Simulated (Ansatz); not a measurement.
Task: a short molecular-dynamics run of C2H5AlO, SMILES C[C](=O)[AlH2], with the Python package of Ansatz (0.2.0). Give the script and its output. Level of theory (for the species named): B3LYP, def2-SVP basis, multiplicity 1.

```xyz
9

C     0.3983    1.0967   -0.5779
C     0.5991   -0.2652   -0.1409
O     1.6473   -0.7929   -0.3682
Al   -0.7303   -1.2619    0.7970
H     1.2544    1.5573   -1.0981
H     0.0892    1.7886    0.2841
H    -0.4646    1.1572   -1.3098
H    -0.4899   -2.7547    1.2694
H    -2.2149   -0.5714    1.1273
```

`c2h5alo_md.py`
```python
"""Molecular dynamics of one C2H5AlO molecule."""

from dataclasses import dataclass

import ansatz
import numpy as np


@dataclass(frozen=True)
class Settings:
    basis: str = "def2-SVP"
    xc: str = "b3lyp"
    n_steps: int = 20
    temperature_k: int = 300


settings = Settings()

GEOMETRY = """
C     0.39830    1.09670   -0.57790
C     0.59910   -0.26520   -0.14090
O     1.64730   -0.79290   -0.36820
Al   -0.73030   -1.26190    0.79700
H     1.25440    1.55730   -1.09810
H     0.08920    1.78860    0.28410
H    -0.46460    1.15720   -1.30980
H    -0.48990   -2.75470    1.26940
H    -2.21490   -0.57140    1.12730
"""

mol = ansatz.Crystal.molecule()
for line in GEOMETRY.strip().splitlines():
    symbol, *xyz = line.split()
    mol = mol.atom(symbol, [float(v) for v in xyz])

model = (
    mol.calculation()
    .basis(gaussian=settings.basis)
    .functional(settings.xc)
)
symbols = [site.symbol for site in mol.cartesian_sites]
start = np.array([site.position_ang for site in mol.cartesian_sites], dtype=float)
data = model.relax(force_tolerance=0.02, max_steps=100).run(threads=1).report
end = np.array(data["positions_ang"])
minimum = ansatz.Crystal.molecule()
for symbol, place in zip(symbols, end):
    minimum = minimum.atom(symbol, place.tolist())

# dynamics from the relaxed geometry
model = minimum.calculation()
model = model.basis(gaussian=settings.basis)
model = model.functional(settings.xc)
model = model.md("nve", timestep=0.5, steps=settings.n_steps, temperature=settings.temperature_k, initial_velocities="maxwell_boltzmann", seed=96)
frames = []
outcome = model.session().plan().execute(on_event=lambda e: frames.append(e["data"]) if e["event"] == "md_step" else None)
print("t (fs)   E_pot (eV)      E_kin (eV)   T (K)   d(0-1) (A)")
for f in frames[::1]:
    xyz = np.array(f["positions_ang"])
    print(f"{f['time_fs']:6.2f} {f['lagrangian_ev']:14.5f} {f['e_kin_ev']:10.5f} {f['temperature_k']:8.1f} {np.linalg.norm(xyz[0] - xyz[1]):9.4f}")
kept = np.array([f["conserved_ev"] for f in frames])
print(f"conserved energy moves by at most {1000 * np.ptp(kept):.3f} meV")
symbols = [site.symbol for site in mol.cartesian_sites]
with open("last_frame.xyz", "w") as handle:
    handle.write(f"{len(symbols)}\nt = {frames[-1]['time_fs']} fs\n")
    handle.writelines("{:2s} {:10.5f} {:10.5f} {:10.5f}\n".format(s, *xyz) for s, xyz in zip(symbols, frames[-1]["positions_ang"]))
```

```console
$ python c2h5alo_md.py
t (fs)   E_pot (eV)      E_kin (eV)   T (K)   d(0-1) (A)
  0.00   -10793.84779    0.27145    300.0    1.5180
  0.50   -10793.84222    0.26594    293.9    1.5153
  1.00   -10793.82681    0.25074    277.1    1.5126
  1.50   -10793.80499    0.22923    253.3    1.5099
  2.00   -10793.78168    0.20622    227.9    1.5072
  2.50   -10793.76170    0.18644    206.1    1.5046
  3.00   -10793.74812    0.17288    191.1    1.5021
  3.50   -10793.74132    0.16595    183.4    1.4996
  4.00   -10793.73928    0.16371    180.9    1.4974
  4.50   -10793.73886    0.16312    180.3    1.4953
  5.00   -10793.73731    0.16149    178.5    1.4936
  5.50   -10793.73331    0.15752    174.1    1.4922
  6.00   -10793.72725    0.15158    167.5    1.4912
  6.50   -10793.72082    0.14529    160.6    1.4907
  7.00   -10793.71621    0.14081    155.6    1.4906
  7.50   -10793.71535    0.14001    154.7    1.4911
  8.00   -10793.71926    0.14391    159.0    1.4920
  8.50   -10793.72772    0.15227    168.3    1.4934
  9.00   -10793.73920    0.16358    180.8    1.4953
  9.50   -10793.75107    0.17524    193.7    1.4977
 10.00   -10793.76012    0.18409    203.5    1.5004
conserved energy moves by at most 1.113 meV
```

It writes `last_frame.xyz`:
```text
9
t = 10.0 fs
C     0.39850    1.19323   -0.62265
C     0.60979   -0.22826   -0.19147
O     1.65096   -0.84512   -0.31776
Al   -0.85636   -1.31751    0.85034
H     1.29082    1.66285   -1.07283
H     0.02819    1.81827    0.23494
H    -0.42575    1.17202   -1.37921
H    -0.39932   -2.77474    1.19992
H    -2.12319   -0.55825    1.44907
```

What to keep in mind:
- Total energies depend on the basis set; only differences at equal settings carry meaning.
- The trajectory is only some femtoseconds long, so its temperature is not equilibrated; where the script doesn't relax first, it starts from a rough generated geometry.
- b3lyp holds the VWN-RPA fit, as in Gaussian; the form of ORCA and Turbomole is b3lyp5.
- The temperature counts the internal degrees of freedom alone.
- Hardware and time: 89 s on 1 thread of Arm Neoverse V1 (shared host), peak memory 0.23 GiB.

(Lines on the test bed's own set-up are left out of the output.)
